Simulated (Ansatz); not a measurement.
Working through a breakdown of dispersion, smearing and cutoff terms of BiPt₂Pb, space group P-6m2

With Ansatz 0.2.0, Python API.

Run as a notebook:

In [1]:
```python
import ansatz as az
from ase import Atoms
```

In [2]:
```python
MESH = (6, 6, 4)
OCCUPATIONS = 'fermi_dirac'
```

In [3]:
```python
atoms = Atoms(
    ['Bi', 'Pt', 'Pt', 'Pb'],
    scaled_positions=[
        (1 / 3, 2 / 3, 0.0),
        (0.0, 0.0, 0.250188),
        (0.0, 0.0, 0.749812),
        (2 / 3, 1 / 3, 0.5),
    ],
    cell=[
        (4.362612, 0.0, 0.0),
        (-2.181306, 3.778133, 0.0),
        (0.0, 0.0, 5.524224),
    ],
    pbc=True,
)
xtal = az.Crystal.from_ase(atoms)
```

In [4]:
```python
[site.symbol for site in xtal.resolved().sites]
```
Out [4]:
```text
['Bi', 'Pt', 'Pt', 'Pb']
```

In [5]:
```python
job = (
    xtal.calculation()
    .kpoints(*MESH)
    .occupations(OCCUPATIONS, width=150 * az.meV)
)
with_term = job.functional('pbesol', dispersion='d3bjatm').basis(340).cutoff_correction(490).run().report
without = job.functional('pbesol').basis(340).run().report
finer = job.functional('pbesol').basis(490).run().report
removed = az.free_energy_without(with_term, az.EnergyTerm.DISPERSION)
print(f'dispersion term            {with_term["components"]["e_disp"]:.5f} eV')
print(f'F less dispersion          {removed:.5f} eV, run without it {without["free_energy_ev"]:.5f} eV')
print(f'F less smearing term       {az.free_energy_without(without, az.EnergyTerm.SMEARING):.5f} eV')
print(f'estimated gain to 490 eV   {with_term["cutoff_correction"]["energy_ev"]:.5f} eV, found {finer["free_energy_ev"] - without["free_energy_ev"]:.5f} eV')
```
```text
DeckWarning: basis.ecutwfc = 340 eV is below the records' recommended 420 eV, and the density's cutoff is lower with it unless basis.ecutrho_ratio is high enough to keep the records' density cutoff: compare with a run at a higher cutoff
dispersion term            -2.09686 eV
F less dispersion          -48765.55551 eV, run without it -48765.55551 eV
F less smearing term       -48765.42853 eV
estimated gain to 490 eV   -0.04233 eV, found -0.04238 eV
```

Notes:
- Absolute energies stand on the zero of these potentials, so only differences at equal settings mean something. A total without «per atom» is that of the whole cell that was run.
- The cutoff lies under the one recommended for these potentials in some of the runs.
- Dispersion corrections can be off by several per cent in the lattices of metals, and by several GPa in the pressure at a fixed cell.
- The mesh is modest for a metal, so energies can be off by several to tens of meV an atom and pressures by half a GPa or more; differences at equal mesh fare better.
- A Fermi-Dirac width this large means warm electrons, whose thermal share enters the free energy.
- Spin-orbit coupling, which matters for elements this heavy, is left out.
- This cell is a computed structure, which may not be the phase found in nature.
- Warnings are shown shortened and without file and line.
- It ran for 15 s on 1 thread of Arm Neoverse V1, on a shared host, peak memory 0.45 GiB.
